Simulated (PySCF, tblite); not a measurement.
# C3H10NSi2 radical: geometry, infrared bands and EPR parameters

What infrared bands and EPR parameters should C3H10NSi2 radical (`C[Si@H]1CC[SiH]N1`) show?

The runs use tblite 0.8.0 and PySCF 2.14.0, with density-fitted response routines of our own; the level of theory stands in each step. All values are computed, except where a source is named. Atoms count from 0, in the outputs and in this text.

### 1 The starting structure

16 atoms, charge 0, multiplicity 2; geometry from: force field or distance geometry start.

Bonds of the start (Å): C0–Si1 1.87, Si1–C2 1.88, C2–C3 1.53, C3–Si4 1.89, Si4–N5 1.80, N5–Si1 1.80, C0–H6 1.11, C0–H7 1.10, C0–H8 1.11, Si1–H9 1.45, C2–H10 1.09, C2–H11 1.10, C3–H12 1.08, C3–H13 1.10, Si4–H14 1.47, N5–H15 1.03.

### 2 Optimising the geometry with GFN2-xTB

Job settings and geometry (Å):

```
{"job": {"kind": "relax", "xc": "GFN2-xTB", "basis": "xTB"}, "charge": 0, "multiplicity": 2}
C      2.309500    -0.435400    -0.065900
Si     0.645600     0.326100    -0.457200
C     -0.685500    -0.979100    -0.243400
C     -1.908200    -0.076800    -0.385000
Si    -1.601800     1.047700     1.099800
N      0.111900     1.498200     0.794400
H      2.143700    -1.106400     0.806700
H      2.744900    -0.950700    -0.930000
H      3.000400     0.400400     0.182800
H      0.553300     0.857700    -1.804100
H     -0.637700    -1.771100    -0.997600
H     -0.675900    -1.330900     0.803000
H     -1.784000     0.507700    -1.286900
H     -2.858300    -0.617900    -0.307700
H     -1.587200     0.155000     2.269000
H      0.221700     2.484500     0.510700
```

Command:

```sh
OMP_NUM_THREADS=1 python probes_run.py task.json out
```

This one command runs all jobs of the session in turn.

The program printed:

```text
step      E/eV     max force
  0    -485.45344    1.381
  1    -485.58079    1.034
  2    -485.71474    0.877
  3    -485.76708    0.750
  4    -485.84152    0.453
  5    -485.87161    0.461
  6    -485.90943    0.485
  7    -485.94313    0.523
  8    -485.97524    0.432
  9    -486.00416    0.375
 10    -486.02972    0.429
 11    -486.05278    0.377
 12    -486.07495    0.411
 13    -486.09591    0.383
 14    -486.11122    0.638
 15    -486.13206    0.425
 16    -486.15346    0.331
 17    -486.16976    0.312
 18    -486.18337    0.274
 19    -486.19183    0.266
 20    -486.19965    0.237
 21    -486.20666    0.193
 22    -486.21342    0.226
 23    -486.22019    0.203
 24    -486.22688    0.231
 25    -486.23280    0.189
 26    -486.23707    0.194
 27    -486.24024    0.170
 28    -486.24323    0.132
 29    -486.24599    0.140
 30    -486.24813    0.145
 31    -486.24972    0.102
 32    -486.25076    0.063
 33    -486.25145    0.055
 34    -486.25187    0.055
 35    -486.25217    0.043
 36    -486.25242    0.030
 37    -486.25258    0.025
 38    -486.25266    0.023
 39    -486.25271    0.021
 40    -486.25277    0.018
 41    -486.25284    0.019
 42    -486.25290    0.019
 43    -486.25295    0.021
 44    -486.25301    0.026
 45    -486.25310    0.031
 46    -486.25320    0.032
 47    -486.25329    0.028
 48    -486.25336    0.030
 49    -486.25344    0.030
 50    -486.25355    0.031
 51    -486.25367    0.033
 52    -486.25380    0.021
 53    -486.25391    0.025
 54    -486.25401    0.030
 55    -486.25410    0.023
 56    -486.25417    0.021
 57    -486.25422    0.019
 58    -486.25428    0.026
 59    -486.25438    0.038
 60    -486.25453    0.047
 61    -486.25470    0.041
 62    -486.25481    0.022
 63    -486.25486    0.019
 64    -486.25491    0.018
 65    -486.25496    0.018
 66    -486.25499    0.014
 67    -486.25502    0.012
 68    -486.25504    0.012
 69    -486.25507    0.017
 70    -486.25511    0.022
 71    -486.25515    0.020
 72    -486.25519    0.013
 73    -486.25521    0.014
 74    -486.25524    0.016
 75    -486.25529    0.022
 76    -486.25535    0.022
 77    -486.25540    0.020
 78    -486.25543    0.020
 79    -486.25546    0.018
 80    -486.25550    0.021
 81    -486.25557    0.023
 82    -486.25563    0.024
 83    -486.25570    0.021
 84    -486.25575    0.024
 85    -486.25582    0.027
 86    -486.25589    0.022
 87    -486.25594    0.015
 88    -486.25596    0.011
 89    -486.25597    0.009
```

Run time: 0.5 s. Hardware: 1 thread of Arm Neoverse V2, shared host.

Relaxation path: (not every step is listed)

```tsv
step	energy from step 0 (eV)	largest force (eV/Å)
0	0.0000	1.3808
1	-0.1273	1.0339
2	-0.2613	0.8767
3	-0.3136	0.7501
4	-0.3881	0.4529
5	-0.4182	0.4610
6	-0.4560	0.4854
7	-0.4897	0.5226
8	-0.5218	0.4315
15	-0.6786	0.4250
22	-0.7600	0.2261
29	-0.7926	0.1404
36	-0.7990	0.0296
43	-0.7995	0.0215
50	-0.8001	0.0312
57	-0.8008	0.0194
64	-0.8015	0.0185
71	-0.8017	0.0198
78	-0.8020	0.0200
84	-0.8023	0.0240
85	-0.8024	0.0270
86	-0.8025	0.0222
87	-0.8025	0.0150
88	-0.8025	0.0114
89	-0.8025	0.0085
```

Distances of close pairs at the start and the end, largest changes first:

```tsv
bond	before (Å)	after (Å)	change (Å)
Si1–N5	1.796	1.733	-0.063
Si4–N5	1.798	1.743	-0.055
N5–H15	1.032	1.005	-0.028
C0–H6	1.113	1.086	-0.028
C0–H8	1.113	1.085	-0.027
Si1–C2	1.876	1.902	+0.025
Si1–H9	1.451	1.474	+0.023
C0–Si1	1.871	1.894	+0.022
```

The final coordinates are the input of the step that follows.

### 3 Infrared spectrum with GFN2-xTB

Job settings and geometry (Å):

```
{"job": {"kind": "ir", "xc": "GFN2-xTB", "basis": "xTB"}, "charge": 0, "multiplicity": 2}
C      2.370510    -0.375632     0.032576
Si     0.707725     0.311344    -0.558442
C     -0.721447    -0.942824    -0.519970
C     -2.027346    -0.187194    -0.252364
Si    -1.650178     1.196248     1.000021
N      0.028681     1.418764     0.588418
H      2.292763    -0.853598     1.004180
H      2.758398    -1.106530    -0.669053
H      3.102381     0.421439     0.112798
H      0.857243     0.941593    -1.882466
H     -0.803901    -1.521501    -1.440578
H     -0.553491    -1.662129     0.284445
H     -2.385449     0.238333    -1.191329
H     -2.808459    -0.862113     0.102398
H     -1.735352     0.806897     2.418024
H      0.560324     2.185846     0.959931
```

The program printed:

```text
mode    cm-1     km/mol
  1      78.9      0.44
  2     114.9      0.05
  3     137.2      0.70
  4     164.4      1.70
  5     236.2     16.11
  6     333.4      1.17
  7     362.1     34.81
  8     393.3     37.79
  9     522.8     27.72
 10     583.7     60.99
 11     595.4     51.95
 12     650.9     80.49
 13     682.8     66.89
 14     693.5     64.67
 15     744.9     75.44
 16     754.8     35.75
 17     797.1     42.96
 18     823.9     22.70
 19     837.4     91.49
 20     850.3    187.87
 21     902.2    250.10
 22    1041.7     10.69
 23    1070.9     27.15
 24    1121.7    236.04
 25    1136.1      7.68
 26    1271.8      2.41
 27    1283.9      2.19
 28    1374.9     11.19
 29    1484.6      0.31
 30    1490.7      0.10
 31    1497.3      0.52
 32    1499.3      0.73
 33    2137.9    310.42
 34    2166.0    464.83
 35    2950.2     24.98
 36    2962.8     85.30
 37    2974.5     41.72
 38    2984.4     43.69
 39    3041.2     32.34
 40    3047.6     42.84
 41    3051.3     20.31
 42    3508.2      1.37
```

Wall time 0.48 s (1 thread of Arm Neoverse V2, shared host).

Which atoms move in the most intense modes:

```tsv
cm⁻¹	km/mol	atoms
651	80.5	H9 59 %
837	91.5	H8 28 %, H6 24 %, C0 15 %, Si1 14 %
850	187.9	H7 20 %, N5 11 %, Si1 10 %
902	250.1	N5 42 %, H15 26 %, Si1 19 %
1122	236.0	H15 68 %, N5 28 %
2138	310.4	H14 96 %
2166	464.8	H9 96 %
2963	85.3	H13 38 %, H11 31 %, H10 19 %
```

### 4 EPR parameters: B3LYP/pcH-1

The job, as its differences from that of step 3:

```diff
@@ -1,2 +1,2 @@
-{"job": {"kind": "ir", "xc": "GFN2-xTB", "basis": "xTB"}, "charge": 0, "multiplicity": 2}
+{"job": {"kind": "epr", "basis": "pcH-1"}, "charge": 0, "multiplicity": 2}
 C      2.370510    -0.375632     0.032576
```

With the program's defaults for keys left out, this is: UKS B3LYP, pcH-1 on C H N Si, non-relativistic, mean-field spin-orbit, GIAO.

The program printed:

```text
UKS, coarse grid
  cycle   1  E = -754.02514292  |g| = 5.14e-01
  cycle   2  E = -753.85925423  |g| = 7.70e-01
  cycle   3  E = -754.13714499  |g| = 1.11e-01
  cycle   4  E = -754.14202504  |g| = 4.16e-02
  cycle   5  E = -754.14282371  |g| = 9.75e-03
  cycle   6  E = -754.14286684  |g| = 3.31e-03
  cycle   7  E = -754.14287164  |g| = 9.58e-04
UKS, final grid
  cycle   1  E = -754.14280204  |g| = 1.31e-03
  cycle   2  E = -754.14280091  |g| = 2.04e-03
  cycle   3  E = -754.14280293  |g| = 1.88e-04
  cycle   4  E = -754.14280294  |g| = 4.47e-05
  cycle   5  E = -754.14280295  |g| = 2.15e-05
E = -754.14280295 Eh   <S^2> = 0.7515 (exact 0.7500)
g shifts (ppm)      1          2          3
  rmc          -146       -146       -146
  gc             49         52         92
  oz_so        -384        275       1606
  total        -481        182       1552
hyperfine (MHz)  atom isotope    a_iso     a_fc   dipolar eigenvalues
    0   13C       6.01       6.01     -0.84     -0.79      1.62
    1  29Si     -15.13     -15.15     -3.18      1.56      1.63
    2   13C      16.13      16.14     -1.88     -1.43      3.31
    3   13C      26.04      26.03     -4.59     -3.91      8.50
    4  29Si    -532.77    -533.68   -147.93     71.48     76.45
    5   14N      10.49      10.47     -5.51     -5.22     10.74
    6    1H      -0.30      -0.30     -1.04     -0.49      1.53
    7    1H       3.45       3.45     -0.80     -0.32      1.12
    8    1H      -0.62      -0.62     -0.95     -0.53      1.48
    9    1H      -0.60      -0.60     -1.21     -1.03      2.24
   10    1H       7.02       7.02     -1.63     -0.73      2.37
   11    1H      -0.67      -0.67     -1.87     -1.11      2.98
   12    1H       8.95       8.96     -4.36     -2.80      7.16
   13    1H       0.11       0.10     -3.42     -1.46      4.89
   14    1H     160.07     160.05     -7.68      0.70      6.99
   15    1H      -3.65      -3.67     -6.70     -4.06     10.76
```

It took 78 s on 1 thread of Arm Neoverse V2, shared host; peak memory 0.96 GiB.

Principal g values 2.00184, 2.00250, 2.00387; g(iso) = 2.00274, against 2.00232 for a free electron.

Hyperfine couplings; where a row names several nuclei, a(iso) is their mean (it holds for fast rotation or exchange) and the dipolar term the largest among them:

```tsv
nuclei	isotope	a(iso) (MHz)	a(iso) (G, at g = 2.0023)	largest dipolar term (MHz)
Si4	29Si	-532.8	-190.1	-147.9
H14	1H	160.1	57.1	-7.7
C3	13C	26.0	9.3	8.5
C2	13C	16.1	5.8	3.3
Si1	29Si	-15.1	-5.4	-3.2
N5	14N	10.5	3.7	10.7
H12	1H	9.0	3.2	7.2
H10	1H	7.0	2.5	2.4
C0	13C	6.0	2.1	1.6
H15	1H	-3.7	-1.3	10.8
H6, H7, H8	1H	0.8	0.3	1.5
H11	1H	-0.7	-0.2	3.0
H9	1H	-0.6	-0.2	2.2
H13	1H	0.1	0.0	4.9
```

Mulliken spin populations:

C0 0.01; Si1 0.00; C2 0.01; C3 0.01; Si4 0.82; N5 0.08; H6 0.00; H7 0.00; H8 0.00; H9 0.00; H10 0.00; H11 0.00; H12 0.00; H13 0.00; H14 0.07; H15 0.00

In first order the couplings over 0.8 MHz of 1H, 14N give 192 distinct lines over 72.5 G, if the averaged nuclei exchange fast; the same motion can average rows kept apart here too.

Orbitals, density, ELF and potential are computed afterwards from the orbital file.

ELF in a plane through or near 5 of the atoms.

Ten even steps from '0' (0.00) to '9' (1.00):
```
0000000000000000000000000000
0000000000000000000000000000
0000000000000000001210000000
0000000000023100025665100000
0000000000167520137887520000
0000000000168764313898740000
0000145200047778335188640000
0002999940047778267155210000
0004999974337874212652000000
0002799968811220188851000000
0000246538811475562264200000
0000258987735993682587420000
0000589983226772474565310000
0000489971001589950111000000
0000036720001799970000000000
0000000000001799970000000000
0000000000000268730000000000
0000000000000000000000000000
0000000000000000000000000000
0000000000000000000000000000
```
The map spans 11.4 Å across and 9.8 Å up, centred on the molecule. Atoms in the plane (x, y in Å): C2 (0.7, -1.1), C3 (2.0, -0.4), Si4 (1.7, 1.5), H8 (-3.1, 0.6), H10 (0.7, -2.1).

On the surface of density 0.002 e/bohr³ the electrostatic potential runs, from the 1st to the 99th percentile, from -0.56 V near N5 to 1.52 V near H15.

The spin density lies nearest to Si4 65 %; H14 14 %; N5 9 %.

### 5 Outcome

| quantity | value |
| --- | --- |
| strongest single infrared mode (GFN2-xTB) | 2166 cm⁻¹, 465 km/mol |
| zero-point energy (GFN2-xTB) | 77.7 kcal/mol |
| g(iso) (B3LYP) | 2.00274 |
| ⟨S²⟩ | 0.751 (exact 0.75) |
| largest a(iso) (averaged by class) | 29Si on Si4, -532.8 MHz |
| potential on the surface of density 0.002 e/bohr³, 1st and 99th percentile | -0.56 V and 1.52 V |

**Reading.** Relaxing lowered the energy by 0.803 eV in 89 steps; the close pair that moved most is Si1–N5, from 1.796 to 1.733 Å. No mode is imaginary among the 42: a minimum at this level. The strongest single mode, at 2166 cm⁻¹, moves mainly H9. Unscaled tight-binding wavenumbers are off by several per cent, some by more. Its intensities can rank the bands wrongly. Most of the unpaired spin sits on Si4 (0.82 e). The isotropic g lies 0.4 ppt above the free-electron value. These values are for one conformer; the search (at its own cheap level) found 1 more, at 0.34 kcal/mol, and measured spectra average over such forms.
